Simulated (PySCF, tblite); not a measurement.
# C8H11PSi: geometry, infrared bands and NMR shifts

What infrared bands and NMR shifts should C8H11PSi (`[SiH3]P1C[C@H]1c1ccccc1`) show?

Computed with tblite 0.8.0 and PySCF 2.14.0, with density-fitted response routines of our own, on a single molecule in the gas phase. Atoms are numbered from 0 throughout.

**1. Starting geometry**

21 atoms, charge 0, multiplicity 1; geometry from: force field or distance geometry start.

Bonds of the start (Å): Si0–P1 2.22, P1–C2 1.83, C2–C3 1.50, C3–C4 1.49, C4–C5 1.40, C5–C6 1.36, C6–C7 1.38, C7–C8 1.39, C8–C9 1.38, C3–P1 1.87, C9–C4 1.38, Si0–H10 1.47, Si0–H11 1.48, Si0–H12 1.44, C2–H13 1.12, C2–H14 1.10, C3–H15 1.09, C5–H16 1.08, C6–H17 1.09, C7–H18 1.09, C8–H19 1.09, C9–H20 1.09.

**2. Geometry optimisation with GFN2-xTB**

What the job is given:

```
{"job": {"kind": "relax", "xc": "GFN2-xTB", "basis": "xTB"}, "charge": 0, "multiplicity": 1}
Si     3.738300     0.197200     1.038300
P      1.747800    -0.773200     0.938200
C      1.248500    -1.709500    -0.555900
C      0.727000    -0.307000    -0.557000
C     -0.677200     0.021600    -0.197300
C     -1.173300     1.206200    -0.756700
C     -2.452600     1.591900    -0.488900
C     -3.256800     0.821300     0.325600
C     -2.750500    -0.358700     0.858500
C     -1.459600    -0.780700     0.613400
H      3.825400     1.017100     2.258000
H      3.802000     1.158900    -0.079200
H      4.820300    -0.743700     0.899300
H      2.041900    -1.919600    -1.321300
H      0.603000    -2.587000    -0.386100
H      1.259300     0.398200    -1.195200
H     -0.562300     1.842400    -1.388100
H     -2.804000     2.522400    -0.937300
H     -4.282100     1.127700     0.537100
H     -3.336600    -1.005300     1.505600
H     -1.067300    -1.703300     1.043300
```

Command:

```bash
OMP_NUM_THREADS=1 python probes_run.py task.json out
```

This one command runs all jobs of the session in turn.

**Question.** This job is followed by: GFN2-xTB harmonic vibrations, gas phase; GIAO PBE0/pcSseg-1 NMR shielding, non-relativistic, gas phase. What will the session give for the following? strongest single infrared mode (GFN2-xTB); zero-point energy (GFN2-xTB); 13C shifts against TMS (PBE0/pcSseg-1, means over atoms taken as alike); 1H shifts against TMS (PBE0/pcSseg-1, means over atoms taken as alike); 29Si shifts against TMS (PBE0/pcSseg-1); 31P shifts against H3PO4 (PBE0/pcSseg-1).

As calculated:

```
                                                               quantity                                         value
                              strongest single infrared mode (GFN2-xTB)                          753 cm⁻¹, 632 km/mol
                                           zero-point energy (GFN2-xTB)                                 98.0 kcal/mol
13C shifts against TMS (PBE0/pcSseg-1, means over atoms taken as alike)    149.2, 133.8, 131.5, 131.0, 33.2, 20.8 ppm
 1H shifts against TMS (PBE0/pcSseg-1, means over atoms taken as alike)  7.54, 7.44, 7.33, 3.81, 2.60, 1.73, 1.51 ppm
                                29Si shifts against TMS (PBE0/pcSseg-1)                                     -64.1 ppm
                               31P shifts against H3PO4 (PBE0/pcSseg-1)                                    -299.4 ppm
```

What this shows: Relaxing lowered the energy by 0.482 eV in 101 steps; the close pair that moved most is C2–H13, from 1.122 to 1.083 Å. The lowest mode is slightly imaginary (7i cm⁻¹), a soft motion within the noise of the Hessian, so the minimum is not strictly shown. The strongest single mode, at 753 cm⁻¹, has its largest shares on H10, H11 and H12 (the list is cut at 3 atoms). GFN2-xTB is a fitted tight-binding method: band positions and strengths are rough. Its intensities can rank the bands wrongly. At PBE0/pcSseg-1: The largest span, 544 ppm, is at P1, where the paramagnetic term is -350 ppm. NICS(1)zz of -27 ppm above the planar ring from C4 marks a diatropic (aromatic) ring current.
